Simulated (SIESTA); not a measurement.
Write the native input for SIESTA 5.4.2 that does the following.

| Property | Result |
| --- | --- |
| Task | band structure |
| Functional | LDA |
| Potentials or basis | PseudoDojo 0.4 standard (LDA files) |
| Basis | DZP (energy shift 0.003 Ry; two zetas on semicore shells) |
| Grid cutoff | 500 Ry |
| Energy shift | 0.003 Ry |
| k mesh | 7 × 7 × 7 |
| Occupations | fermi-dirac, width 0.05 eV |
| Spin | no spin polarisation |

BiTe:

```
CELL_PARAMETERS angstrom
0.00000 3.23500 3.23500
3.23500 0.00000 3.23500
3.23500 3.23500 0.00000
ATOMIC_POSITIONS crystal
Bi 0.00000 0.00000 0.00000
Te 0.50000 0.50000 0.50000
```

These files were run (other wordings do the same):

BiTe.fdf

```
SystemName                      BiTe
SystemLabel                     BiTe
NumberOfSpecies                 2
NumberOfAtoms                   2
%block ChemicalSpeciesLabel
  1  83 Bi
  2  52 Te
%endblock ChemicalSpeciesLabel

LatticeConstant                 1.0 Ang
%block LatticeVectors
     0.0000000000     3.2350000000     3.2350000000
     3.2350000000     0.0000000000     3.2350000000
     3.2350000000     3.2350000000     0.0000000000
%endblock LatticeVectors
AtomicCoordinatesFormat         Fractional
%block AtomicCoordinatesAndAtomicSpecies
     0.0000000000     0.0000000000     0.0000000000  1  Bi
     0.5000000000     0.5000000000     0.5000000000  2  Te
%endblock AtomicCoordinatesAndAtomicSpecies

%block kgrid.MonkhorstPack
    7   0   0  0.0
    0   7   0  0.0
    0   0   7  0.0
%endblock kgrid.MonkhorstPack
XC.Functional                   LDA
XC.Authors                      PW92
PAO.BasisSize                   DZP
PAO.EnergyShift                 0.003 Ry
Mesh.Cutoff                     500 Ry
OccupationFunction              FD
ElectronicTemperature           0.05 eV
MaxSCFIterations                120
SCF.MustConverge                false
SCF.Mixer.Method                Pulay
SCF.Mixer.Weight                0.25
SCF.Mixer.History               8
SCF.DM.Tolerance                5.0e-05
SCF.H.Tolerance                 1.0e-03 eV
WriteForces                     true
Charge.Mulliken                 end
BandLinesScale                  ReciprocalLatticeVectors
%block BandLines
    1    0.000000   0.000000   0.000000  \Gamma
   12    0.500000   0.000000   0.500000  X
    6    0.500000   0.250000   0.750000  W
    4    0.375000   0.375000   0.750000  K
   13    0.000000   0.000000   0.000000  \Gamma
   11    0.500000   0.500000   0.500000  L
    8    0.625000   0.250000   0.625000  U
    4    0.500000   0.250000   0.750000  W
    9    0.500000   0.500000   0.500000  L
    8    0.375000   0.375000   0.750000  K
    1    0.625000   0.250000   0.625000  U
    4    0.500000   0.000000   0.500000  X
%endblock BandLines
%block PAO.Basis
  Bi 4
  n=6 0 2
    5.772 0.000
  n=6 1 2
    8.049 0.000
  n=5 2 2
    3.889 0.000
  n=6 2 1
    8.049
  Te 4
  n=5 0 2
    5.613 0.000
  n=5 1 2
    7.253 0.000
  n=4 2 2
    3.260 0.000
  n=5 2 1
    7.253
%endblock PAO.Basis
```

Potentials or basis: PseudoDojo 0.4 standard (LDA files), DZP (energy shift 0.003 Ry; two zetas on semicore shells).

Command:

```console
$ siesta < BiTe.fdf > BiTe.out 2>&1
```

It gave:

```
Pressure               : -1.9 GPa
Band gap on the k mesh : none (metal or under the smearing width)
```

Caveat: spin-orbit coupling is left out, which moves the levels of the heavy elements; the basis of atomic orbitals isn't converged, which shifts pressures, moduli and gaps.

Wall time 26 s on 1 thread of Arm Neoverse V1, on a shared host, peak memory 0.23 GiB.
